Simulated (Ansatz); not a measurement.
# EuSn3: moment against volume, part 2 of 2

At what volume does EuSn3 lose its moments? Methods of the runs shown: LAPW. Companion runs by PAW are cited. Its runs: free moments (LAPW); volume scaled by 0.72 (LAPW); volume scaled by 0.72, no spin polarisation (LAPW); volume scaled by 1.1 (LAPW); volume scaled by 1.18 (LAPW).

Ansatz 0.2.0; DFT LDA; a Materials Project cell.

## 5. Volume scaled by 1.1, LAPW

The input, input.yaml:

```yaml
crystal:
  lattice:
    - [4.9182102503, 0.0, 0.0]
    - [0.0, 4.9182102503, 0.0]
    - [0.0, 0.0, 4.9182102503]
  atoms:
    - { symbol: Eu, position: [0.0, 0.0, 0.0], spin: 7.0 }
    - { symbol: Sn, position: [0.0, 0.5, 0.5] }
    - { symbol: Sn, position: [0.5, 0.5, 0.0] }
    - { symbol: Sn, position: [0.5, 0.0, 0.5] }
magnetization:
  spin_polarized: true
kpoints:
  mp_grid: { grid: [6, 6, 6] }
scf:
  occupations: { method: fermi_dirac, width: 0.05 }
hamiltonian:
  xc: lda
  pseudopotentials: { kind: all_electron, lapw: { basis_error: 0.001 } }
output:
  forces: true
  stress: true
  eigenvalues: false
  populations: true
```

The run is started by

```bash
ansatz run input.yaml --threads 2 --pin off --max-ram 6144MiB --backend cpu --events-out ev --progress --plain --runs-dir out
```

The log of the run:

```text
settings of this run that can trade accuracy for cost: output.eigenvalues: false. Do not mix this run's numbers with those of runs without the same settings; the input reference describes each key
Eu: projections on atomic orbitals take those of the free atom 1s2 2s2 2p6 3s2 3p6 3d10 4s2 4p6 4d10 4f7 5s2 5p6 5d0 6s2, of charge +0.00 (hamiltonian.pseudopotentials.projection_atoms)
Sn: projections on atomic orbitals take those of the free atom 1s2 2s2 2p6 3s2 3p6 3d10 4s2 4p6 4d10 5s2 5p2, of charge +0.00 (hamiltonian.pseudopotentials.projection_atoms)
LAPW: plane waves up to 6.950 Å⁻¹, error target 1.0e-3 eV per atom; small_component_spin mean_spin; Sn in spheres of 1.597 Å, 22 of its electrons in bands, Dirac shells []; Eu in spheres of 1.881 Å, 27 of its electrons in bands, Dirac shells []
Engine: ansatz 0.2.0
Pseudopotentials: kind: all_electron
Pseudopotential: Eu, LAPW, valence charge 27, Koelling and Harmon's equation, gaussian nucleus
Pseudopotential: Sn, LAPW, valence charge 22, Koelling and Harmon's equation, gaussian nucleus
Functional definition: SPW92
  exchange = slater_x
  correlation = pw_c
Crystal: 4 atoms, lattice volume = 118.966 Å³
Basis set: ecut = 184.01050006251097 eV, 691 PW (Γ), exchange–correlation at level 2
Bands: 60, of which v1, the nominal top of the filled ones, is band 47 counted from 1 (46 counted from 0)
Symmetry: 48 space group operations
Space group: Pm-3m (ITA 221), of the structure as read, at distance tolerance 4.9e-5 Å
Magnetic group: BNS 221.92 (UNI 1594), of the structure as read, at distance tolerance 4.9e-5 Å
k-points: 20 of 216
Non-local potential: Eu, projectors of the file, none
Non-local potential: Sn, projectors of the file, none
Initial density: superposition of atomic densities (chi_scale 0.1, normalization cell)
Starting moments: Σ|m| = 7 μB on 1 of 4 sites
Initial wavefunctions: plane waves of lowest kinetic energy (no species holds an atomic orbital)
Functional: x = slater, c = lda
iter 1 solved again at ethr=1.52e-4 eV; its pass at ethr=1.00e-1 eV (dr2=1.41e-1 eV) is discarded
SCF iter   1: F=—  HF=-798707.208176 eV  |F-HF|=—  |Δ(HF+E_count)|=         —  Δρ=4.05e-3 (↑4.05e-3 ↓3.70e-3)  dr2=1.41e-1  dr2_m=1.71e-4  M=6.963 μB ∫|m|=7.020 μB  β_m=0.30  ethr=1.52e-4  ⟨swp⟩=2.9  Hψ=15378  notcnv=0
Mixer restart at iter 1: flushing history
preconditioner: auto → Kerker (q_TF=auto, 2.619 Å⁻¹)  [metal: Δε(μ)=0.029 eV  Ē_g=17.396 eV  σ=0.050 eV  W_gap=0.14  n_scr=32 (ndim 8)  ℏωp=25.7 eV  f_vac=0.000  D(μ)=2.08/eV (n_scr^D=6)]
spin=Collinear: Kerker preconditioning applied to the charge; magnetization (m = ρ↑ − ρ↓) channel mixes plain (no charge-response kernel on spin).
SCF iter   2: F=—  HF=-798707.244127 eV  |F-HF|=—  |Δ(HF+E_count)|=   3.60e-2  Δρ=3.30e-3 (↑3.30e-3 ↓2.89e-3)  dr2=8.43e-2  dr2_m=3.38e-4  M=6.929 μB ∫|m|=6.982 μB  β_m=0.50  ethr=1.52e-4  ⟨swp⟩=2.0  Hψ=7353  notcnv=0
SCF iter   3: F=—  HF=-798707.276696 eV  |F-HF|=—  |Δ(HF+E_count)|=   3.26e-2  Δρ=1.70e-3 (↑1.70e-3 ↓1.60e-3)  dr2=3.39e-2  dr2_m=7.65e-6  M=6.936 μB ∫|m|=6.992 μB  β_m=0.44  ethr=9.06e-5  ⟨swp⟩=2.0  Hψ=7467  notcnv=0
SCF iter   4: F=—  HF=-798707.261433 eV  |F-HF|=—  |Δ(HF+E_count)|=   1.53e-2  Δρ=1.48e-3 (↑1.48e-3 ↓1.30e-3)  dr2=2.03e-2  dr2_m=6.09e-5  M=6.910 μB ∫|m|=6.963 μB  β_m=0.49  ethr=3.65e-5  ⟨swp⟩=2.0  Hψ=7190  notcnv=0
SCF iter   5: F=—  HF=-798707.267483 eV  |F-HF|=—  |Δ(HF+E_count)|=         —  Δρ=8.87e-4 (↑8.87e-4 ↓7.51e-4)  dr2=7.38e-3  dr2_m=3.09e-5  M=6.899 μB ∫|m|=6.951 μB  β_m=0.74  ethr=2.18e-5  ⟨swp⟩=2.0  Hψ=7017  notcnv=0
the basis was enlarged: its passes take 186.5 KiB over the memory plan, 2 of 2 planned eigensolver slots
iter 6 solved again at ethr=6.42e-7 eV; its pass at ethr=7.93e-6 eV (dr2=5.97e-4 eV) is discarded
SCF iter   6: F=—  HF=-798707.270513 eV  |F-HF|=—  |Δ(HF+E_count)|=   3.03e-3  Δρ=2.44e-4 (↑2.44e-4 ↓2.11e-4)  dr2=5.98e-4  dr2_m=1.75e-6  M=6.890 μB ∫|m|=6.941 μB  β_m=0.76  ethr=6.42e-7  ⟨swp⟩=2.0  Hψ=11970  notcnv=0
SCF iter   7: F=—  HF=-798707.270411 eV  |F-HF|=—  |Δ(HF+E_count)|=   1.02e-4  Δρ=1.07e-4 (↑1.07e-4 ↓1.07e-4)  dr2=1.24e-4  dr2_m=1.24e-8  M=6.890 μB ∫|m|=6.941 μB  β_m=0.84  ethr=6.42e-7  ⟨swp⟩=2.0  Hψ=7185  notcnv=0
SCF iter   8: F=—  HF=-798707.270399 eV  |F-HF|=—  |Δ(HF+E_count)|=   1.19e-5  Δρ=5.10e-5 (↑4.35e-5 ↓5.10e-5)  dr2=3.27e-5  dr2_m=5.89e-8  M=6.890 μB ∫|m|=6.941 μB  β_m=0.92  ethr=1.33e-7  ⟨swp⟩=2.0  Hψ=7186  notcnv=0
SCF iter   9: F=—  HF=-798707.270411 eV  |F-HF|=—  |Δ(HF+E_count)|=   1.14e-5  Δρ=1.79e-5 (↑1.43e-5 ↓1.79e-5)  dr2=4.18e-6  dr2_m=8.85e-9  M=6.891 μB ∫|m|=6.942 μB  β_m=0.96  ethr=3.52e-8  ⟨swp⟩=2.0  Hψ=7185  notcnv=0
SCF iter  10: F=—  HF=-798707.270409 eV  |F-HF|=—  |Δ(HF+E_count)|=   1.64e-6  Δρ=7.42e-6 (↑7.42e-6 ↓6.98e-6)  dr2=4.99e-7  dr2_m=2.42e-10  M=6.891 μB ∫|m|=6.942 μB  β_m=0.98  ethr=4.50e-9  ⟨swp⟩=2.0  Hψ=7185  notcnv=0
SCF iter  11: F=—  HF=-798707.270409 eV  |F-HF|=—  |Δ(HF+E_count)|=   6.89e-8  Δρ=3.20e-6 (↑3.20e-6 ↓2.83e-6)  dr2=1.12e-7  dr2_m=1.38e-10  M=6.891 μB ∫|m|=6.942 μB  β_m=0.98  ethr=5.36e-10  ⟨swp⟩=2.0  Hψ=7185  notcnv=0
SCF iter  12: F=—  HF=-798707.270409 eV  |F-HF|=—  |Δ(HF+E_count)|=   1.16e-9  Δρ=9.84e-7 (↑9.38e-7 ↓9.84e-7)  dr2=1.04e-8  dr2_m=1.53e-10  M=6.891 μB ∫|m|=6.942 μB  β_m=0.81  ethr=1.21e-10  ⟨swp⟩=2.0  Hψ=7185  notcnv=0
SCF iter  13: F=—  HF=-798707.270409 eV  |F-HF|=—  |Δ(HF+E_count)|=   1.15e-8  Δρ=4.34e-7 (↑4.07e-7 ↓4.34e-7)  dr2=2.29e-9  dr2_m=7.11e-12  M=6.891 μB ∫|m|=6.942 μB  β_m=0.90  ethr=1.12e-11  ⟨swp⟩=2.5  Hψ=7211  notcnv=0
SCF iter  14: F=-798707.270409 eV  HF=-798707.270409 eV  |F-HF|=6.05e-9  |Δ(HF+E_count)|=   1.28e-9  Δρ=3.33e-7 (↑3.33e-7 ↓1.68e-7)  dr2=3.70e-10  dr2_m=3.37e-11  M=6.891 μB ∫|m|=6.942 μB  ethr=4.91e-12 (applied; sched 2.46e-12)  ⟨swp⟩=2.0  Hψ=7185  notcnv=0
SCF 1 converged in 14 iterations: F = -798707.270409 eV  dr2 = 3.70e-10
SCF converged after 14 iterations
Magnetization: 6.8909 μB (49.9455 up, 43.0545 down)
Absolute magnetization: 6.9422 μB (∫|ρ↑−ρ↓|)
Spin contamination: 0.0787 ħ² per cell (⟨S²⟩ above its minimum at these occupations)
Per-site moments (μB) at R_I (Å): [(6.83676929656821, 1.8805749486092105), (0.003270714922440021, 1.5971248188573406), (0.003270714922440021, 1.5971248188573406), (0.003270714922440021, 1.5971248188573406)]
Free energy (F): -798707.270409 eV
Harris-Foulkes:  -798707.270409 eV  (|F-HF|=6.05e-9)
Internal energy: -798707.251084 eV  (E = F + TS)
E sigma→0 (E₀):  -798707.260747 eV
Entropy (-TS):   -0.019324 eV (-4.831 meV/atom)
Fermi energy:    12.820129 eV
--- Per-component energies (eV) ---
  E_band       = -3290.369873
  E_kinetic    = 849324.030200
  E_xc         = -19470.772321
  E_electrostatic = -1628560.508964  (all electrons and nuclei)
  E_smearing   = -0.019324  (= −TS)
  E_closure    = 0.000000  (closes the sum)
  E_atoms      = -798681.552129  (free atoms, spherical and without spin; not in F)
  Σ components = -798707.270409   (vs F -798707.270409, Δ=0.00e0)
  Basis errors (estimates in eV, not in F): energy 1.9e-4 per atom: plane waves 1.7e-4 (8.6e-5 summed), levels above the bands 6.8e-37, relativity 2.5e-8, radial functions 2.5e-5, core shells 1.5e-7; eigenvalues (radial functions only) 3.3e-6; not estimated: angular momenta, meshes, grids; target (lapw.basis_error) 1.0e-3; muffin-tin radii Sn 1.597 Å, Eu 1.881 Å
--- Forces (eV/Å), atoms counted from 1 ---
  atom   1  Eu    -0.00000000    -0.00000000     0.00000000
  atom   2  Sn     0.00000000     0.00000000     0.00000000
  atom   3  Sn     0.00000000    -0.00000000     0.00000000
  atom   4  Sn    -0.00000000     0.00000000    -0.00000000
  max |Σ_I F_I| component: 2.55e-31 eV/Å
--- Stress (GPa, compression-positive) ---
       -7.099812      -0.000000       0.000000
       -0.000000      -7.099812       0.000000
        0.000000       0.000000      -7.099812
  P = ⅓ Tr σ = -7.0998 GPa (-70.998 kbar)
--- Löwdin populations: 4 sites ---
  site symbol       q [e]    m [muB]
     0     Eu     63.1033     6.9061
     1     Sn     49.9443    -0.0066
     2     Sn     49.9443    -0.0066
     3     Sn     49.9443    -0.0066
  spilling = 0.000299 (of n_electrons = 213.000000)
settings of this run that can trade accuracy for cost: output.eigenvalues: false. Do not mix this run's numbers with those of runs without the same settings; the input reference describes each key
```

Wall time 28 s (2 threads of Arm Neoverse V2, shared host); peak memory 0.66 GiB.

Result: total moment 6.89 μB; site moments Eu1 6.84, Sn2 0.00, Sn3 0.00, Sn4 0.00 μB; pressure -7.10 GPa.

## 6. Volume scaled by 1.18, LAPW

Edit input.yaml of step 5 so:

```diff
@@ -2,5 +2,5 @@
   lattice:
-    - [4.9182102503, 0.0, 0.0]
-    - [0.0, 4.9182102503, 0.0]
-    - [0.0, 0.0, 4.9182102503]
+    - [5.0346605893, 0.0, 0.0]
+    - [0.0, 5.0346605893, 0.0]
+    - [0.0, 0.0, 5.0346605893]
   atoms:
```

The run is started by

```bash
ansatz run input.yaml --threads 2 --pin off --max-ram 6144MiB --backend cpu --events-out ev --progress --plain --runs-dir out
```

The log of the run:

```text
settings of this run that can trade accuracy for cost: output.eigenvalues: false. Do not mix this run's numbers with those of runs without the same settings; the input reference describes each key
Eu: projections on atomic orbitals take those of the free atom 1s2 2s2 2p6 3s2 3p6 3d10 4s2 4p6 4d10 4f7 5s2 5p6 5d0 6s2, of charge +0.00 (hamiltonian.pseudopotentials.projection_atoms)
Sn: projections on atomic orbitals take those of the free atom 1s2 2s2 2p6 3s2 3p6 3d10 4s2 4p6 4d10 5s2 5p2, of charge +0.00 (hamiltonian.pseudopotentials.projection_atoms)
LAPW: plane waves up to 6.767 Å⁻¹, error target 1.0e-3 eV per atom; small_component_spin mean_spin; Sn in spheres of 1.630 Å, 22 of its electrons in bands, Dirac shells []; Eu in spheres of 1.930 Å, 27 of its electrons in bands, Dirac shells []
[... 7 set-up lines as earlier in the session ...]
Crystal: 4 atoms, lattice volume = 127.618 Å³
Basis set: ecut = 174.4501180962879 eV, 691 PW (Γ), exchange–correlation at level 2
Bands: 60, of which v1, the nominal top of the filled ones, is band 47 counted from 1 (46 counted from 0)
[... 1 set-up line as earlier in the session ...]
Space group: Pm-3m (ITA 221), of the structure as read, at distance tolerance 5.0e-5 Å
Magnetic group: BNS 221.92 (UNI 1594), of the structure as read, at distance tolerance 5.0e-5 Å
k-points: 20 of 216
[... 3 set-up lines as earlier in the session ...]
Starting moments: Σ|m| = 7 μB on 1 of 4 sites
[... 2 set-up lines as earlier in the session ...]
iter 1 solved again at ethr=1.12e-4 eV; its pass at ethr=1.00e-1 eV (dr2=1.04e-1 eV) is discarded
SCF iter   1: F=—  HF=-798706.826871 eV  |F-HF|=—  |Δ(HF+E_count)|=         —  Δρ=3.65e-3 (↑3.65e-3 ↓3.28e-3)  dr2=1.04e-1  dr2_m=1.53e-4  M=6.969 μB ∫|m|=7.019 μB  β_m=0.30  ethr=1.12e-4  ⟨swp⟩=3.0  Hψ=15498  notcnv=0
Mixer restart at iter 1: flushing history
preconditioner: auto → Kerker (q_TF=auto, 2.588 Å⁻¹)  [metal: Δε(μ)=0.038 eV  Ē_g=17.271 eV  σ=0.050 eV  W_gap=0.18  n_scr=32 (ndim 8)  ℏωp=24.8 eV  f_vac=0.000  D(μ)=1.68/eV (n_scr^D=6)]
spin=Collinear: Kerker preconditioning applied to the charge; magnetization (m = ρ↑ − ρ↓) channel mixes plain (no charge-response kernel on spin).
SCF iter   2: F=—  HF=-798706.842387 eV  |F-HF|=—  |Δ(HF+E_count)|=   1.55e-2  Δρ=3.03e-3 (↑3.03e-3 ↓2.59e-3)  dr2=6.78e-2  dr2_m=2.62e-4  M=6.941 μB ∫|m|=6.988 μB  β_m=0.52  ethr=1.12e-4  ⟨swp⟩=2.0  Hψ=7340  notcnv=0
SCF iter   3: F=—  HF=-798706.857285 eV  |F-HF|=—  |Δ(HF+E_count)|=   1.49e-2  Δρ=1.46e-3 (↑1.46e-3 ↓1.39e-3)  dr2=2.45e-2  dr2_m=8.35e-6  M=6.945 μB ∫|m|=6.999 μB  β_m=0.45  ethr=7.29e-5  ⟨swp⟩=2.0  Hψ=7384  notcnv=0
SCF iter   4: F=—  HF=-798706.846012 eV  |F-HF|=—  |Δ(HF+E_count)|=   1.13e-2  Δρ=1.31e-3 (↑1.31e-3 ↓1.14e-3)  dr2=1.68e-2  dr2_m=3.41e-5  M=6.926 μB ∫|m|=6.974 μB  β_m=0.48  ethr=2.63e-5  ⟨swp⟩=2.0  Hψ=7180  notcnv=0
SCF iter   5: F=—  HF=-798706.848287 eV  |F-HF|=—  |Δ(HF+E_count)|=         —  Δρ=8.05e-4 (↑8.05e-4 ↓7.07e-4)  dr2=7.05e-3  dr2_m=1.15e-5  M=6.920 μB ∫|m|=6.969 μB  β_m=0.74  ethr=1.81e-5  ⟨swp⟩=2.0  Hψ=7017  notcnv=0
the basis was enlarged: its passes take 186.5 KiB over the memory plan, 2 of 2 planned eigensolver slots
iter 6 solved again at ethr=6.79e-7 eV; its pass at ethr=7.58e-6 eV (dr2=6.32e-4 eV) is discarded
SCF iter   6: F=—  HF=-798706.848815 eV  |F-HF|=—  |Δ(HF+E_count)|=   5.29e-4  Δρ=2.22e-4 (↑2.22e-4 ↓2.08e-4)  dr2=6.31e-4  dr2_m=3.73e-7  M=6.915 μB ∫|m|=6.963 μB  β_m=0.79  ethr=6.79e-7  ⟨swp⟩=2.0  Hψ=11974  notcnv=0
SCF iter   7: F=—  HF=-798706.848675 eV  |F-HF|=—  |Δ(HF+E_count)|=   1.41e-4  Δρ=9.61e-5 (↑8.98e-5 ↓9.61e-5)  dr2=1.01e-4  dr2_m=1.19e-7  M=6.916 μB ∫|m|=6.964 μB  β_m=0.86  ethr=6.79e-7  ⟨swp⟩=2.0  Hψ=7197  notcnv=0
SCF iter   8: F=—  HF=-798706.848674 eV  |F-HF|=—  |Δ(HF+E_count)|=   6.10e-7  Δρ=4.88e-5 (↑4.13e-5 ↓4.88e-5)  dr2=3.17e-5  dr2_m=9.03e-8  M=6.916 μB ∫|m|=6.964 μB  β_m=0.93  ethr=1.09e-7  ⟨swp⟩=2.0  Hψ=7197  notcnv=0
SCF iter   9: F=—  HF=-798706.848695 eV  |F-HF|=—  |Δ(HF+E_count)|=   2.08e-5  Δρ=1.47e-5 (↑9.96e-6 ↓1.47e-5)  dr2=2.39e-6  dr2_m=1.88e-8  M=6.917 μB ∫|m|=6.965 μB  β_m=0.96  ethr=3.40e-8  ⟨swp⟩=2.0  Hψ=7197  notcnv=0
SCF iter  10: F=—  HF=-798706.848694 eV  |F-HF|=—  |Δ(HF+E_count)|=   1.35e-6  Δρ=7.14e-6 (↑7.14e-6 ↓7.10e-6)  dr2=5.76e-7  dr2_m=2.12e-11  M=6.917 μB ∫|m|=6.965 μB  β_m=0.98  ethr=2.57e-9  ⟨swp⟩=2.0  Hψ=7197  notcnv=0
SCF iter  11: F=—  HF=-798706.848694 eV  |F-HF|=—  |Δ(HF+E_count)|=   1.27e-8  Δρ=2.50e-6 (↑2.50e-6 ↓2.15e-6)  dr2=9.07e-8  dr2_m=1.17e-10  M=6.917 μB ∫|m|=6.965 μB  β_m=0.95  ethr=6.19e-10  ⟨swp⟩=2.2  Hψ=7206  notcnv=0
SCF iter  12: F=—  HF=-798706.848694 eV  |F-HF|=—  |Δ(HF+E_count)|=   5.70e-9  Δρ=9.36e-7 (↑8.64e-7 ↓9.36e-7)  dr2=1.31e-8  dr2_m=4.10e-11  M=6.917 μB ∫|m|=6.965 μB  β_m=0.83  ethr=9.75e-11  ⟨swp⟩=2.0  Hψ=7197  notcnv=0
SCF iter  13: F=-798706.848694 eV  HF=-798706.848694 eV  |F-HF|=1.29e-8  |Δ(HF+E_count)|=   9.55e-9  Δρ=6.60e-7 (↑6.60e-7 ↓3.61e-7)  dr2=4.45e-9  dr2_m=7.20e-11  M=6.917 μB ∫|m|=6.965 μB  ethr=1.41e-11  ⟨swp⟩=2.6  Hψ=7239  notcnv=0
SCF 1 converged in 13 iterations: F = -798706.848694 eV  dr2 = 4.45e-9
SCF converged after 13 iterations
Magnetization: 6.9170 μB (49.9585 up, 43.0415 down)
Absolute magnetization: 6.9653 μB (∫|ρ↑−ρ↓|)
Spin contamination: 0.0579 ħ² per cell (⟨S²⟩ above its minimum at these occupations)
Per-site moments (μB) at R_I (Å): [(6.864668191457131, 1.9302713866766235), (0.003664024393557952, 1.629771203941296), (0.003664024393557952, 1.629771203941296), (0.003664024393557952, 1.629771203941296)]
Free energy (F): -798706.848694 eV
Harris-Foulkes:  -798706.848694 eV  (|F-HF|=1.29e-8)
Internal energy: -798706.831168 eV  (E = F + TS)
E sigma→0 (E₀):  -798706.839931 eV
Entropy (-TS):   -0.017526 eV (-4.381 meV/atom)
Fermi energy:    11.676554 eV
--- Per-component energies (eV) ---
  E_band       = -3391.930579
  E_kinetic    = 849319.285085
  E_xc         = -19469.043594
  E_electrostatic = -1628557.072659  (all electrons and nuclei)
  E_smearing   = -0.017526  (= −TS)
  E_closure    = 0.000000  (closes the sum)
  E_atoms      = -798681.552129  (free atoms, spherical and without spin; not in F)
  Σ components = -798706.848694   (vs F -798706.848694, Δ=0.00e0)
  Basis errors (estimates in eV, not in F): energy 1.9e-4 per atom: plane waves 1.7e-4 (8.6e-5 summed), levels above the bands 6.1e-35, relativity 2.4e-8, radial functions 2.5e-5, core shells 6.9e-8; eigenvalues (radial functions only) 2.7e-6; not estimated: angular momenta, meshes, grids; target (lapw.basis_error) 1.0e-3; muffin-tin radii Sn 1.630 Å, Eu 1.930 Å
--- Forces (eV/Å), atoms counted from 1 ---
  atom   1  Eu    -0.00000000     0.00000000     0.00000000
  atom   2  Sn     0.00000000     0.00000000     0.00000000
  atom   3  Sn     0.00000000    -0.00000000     0.00000000
  atom   4  Sn    -0.00000000    -0.00000000     0.00000000
  max |Σ_I F_I| component: 8.71e-31 eV/Å
--- Stress (GPa, compression-positive) ---
       -8.404469      -0.000000      -0.000000
       -0.000000      -8.404469       0.000000
       -0.000000       0.000000      -8.404469
  P = ⅓ Tr σ = -8.4045 GPa (-84.045 kbar)
--- Löwdin populations: 4 sites ---
  site symbol       q [e]    m [muB]
     0     Eu     63.0008     6.9264
     1     Sn     49.9791    -0.0049
     2     Sn     49.9791    -0.0049
     3     Sn     49.9791    -0.0049
  spilling = 0.000290 (of n_electrons = 213.000000)
settings of this run that can trade accuracy for cost: output.eigenvalues: false. Do not mix this run's numbers with those of runs without the same settings; the input reference describes each key
```

Wall time 26 s (2 threads of Arm Neoverse V2, shared host); peak memory 0.67 GiB.

Read from it: total moment 6.92 μB; site moments Eu1 6.86, Sn2 0.00, Sn3 0.00, Sn4 0.00 μB; pressure -8.40 GPa.

## 7. All runs together

The PAW rows are taken from companion runs at the same settings.

```
method  volume ×    start  largest site moment (μB)  total moment (μB)  pressure (GPa)  gain by magnetism (meV/atom)
  LAPW      0.72  no spin                         –                  –            20.0                             –
  LAPW      0.72  moments                      6.65               6.70            26.2                        1402.0
  LAPW         1  moments                      6.79               6.82            -4.2                             –
  LAPW       1.1  moments                      6.84               6.89            -7.1                             –
  LAPW      1.18  moments                      6.86               6.92            -8.4                             –
   PAW      0.72  no spin                         –                  –            20.0                             –
   PAW      0.72  moments                      6.54               6.70            26.0                        1397.9
   PAW       0.8  no spin                         –                  –             6.6                             –
   PAW       0.8  moments                      6.62               6.82            11.6                        1472.6
   PAW      0.85  no spin                         –                  –             1.3                             –
   PAW      0.85  moments                      6.65               6.83             5.7                        1511.9
   PAW       0.9  no spin                         –                  –            -2.5                             –
   PAW       0.9  moments                      6.67               6.82             1.3                        1546.1
   PAW      0.95  no spin                         –                  –            -5.2                             –
   PAW      0.95  moments                      6.69               6.81            -1.9                        1575.9
   PAW         1  no spin                         –                  –            -7.2                             –
   PAW         1  moments                      6.71               6.82            -4.3                        1602.2
   PAW      1.05  no spin                         –                  –            -8.6                             –
   PAW      1.05  moments                      6.74               6.85            -5.9                        1625.7
   PAW       1.1  no spin                         –                  –            -9.5                             –
   PAW       1.1  moments                      6.76               6.89            -7.1                        1646.8
   PAW      1.18  no spin                         –                  –           -10.4                             –
   PAW      1.18  moments                      6.80               6.91            -8.4                        1675.6
```

## 8. What came out

What follows sums up all 2 parts.

```
                  quantity    value
total moment at 0.72 (PAW)  6.70 μB
   total moment at 1 (PAW)  6.82 μB
total moment at 1.18 (PAW)  6.91 μB
```

In words: By PAW the total moment runs from 6.70 μB at 0.72 of the volume to 6.91 μB at 1.18. At the given cell magnetism adds +2.9 GPa to the pressure. No U acts on the open f shell, so these are results of the method and may differ from the real material's. Other magnetic orders may lie lower; this is the state that the run reached. Spin-orbit coupling is left out, though the cell holds Eu; in elements this heavy it can shift bands and gaps by tenths of an eV. With one magnetic atom in the cell only ferromagnetic order fits; the real order can differ. The k mesh (6×6×6) wasn't tested for convergence.
